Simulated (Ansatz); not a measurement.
The system is LuBe.

```
Lu Be
1.0
     3.32037    0.00000    0.00000
     0.00000    3.32037    0.00000
     0.00000    0.00000    3.32037
Lu Be
1 1
Cartesian
  0.0000 0.0000 0.0000
  1.6602 1.6602 1.6602
```

The cell was built by a generator and needn't be a form met in nature.

Base run:

| Property | Result |
| --- | --- |
| Program | Ansatz 0.2.0 |
| Functional | LDA |
| Potentials or basis | Ansatz PAW |
| Cutoff | 420 eV |
| Density cutoff | 1680 eV |
| k mesh | 8 × 8 × 8 |
| Occupations | fermi-dirac, width 0.05 eV |
| Spin | no spin polarisation |

Its results: band gap on the k mesh none (metal or under the smearing width); pressure -5.4 GPa.

Question: The run is repeated on the same cell with these changes: functional from LDA to r2SCAN; cutoff from 420 eV to 500 eV; density cutoff from 1680 eV to 2000 eV. What comes out?

Answer: Band gap on the k mesh none (metal or under the smearing width); pressure -0.4 GPa.

Caveats: the PAW data sets come from PBE, with cores solved anew for the run's functional, which leaves a small shift of forces and pressure.

Not every run made on this cell is shown here.
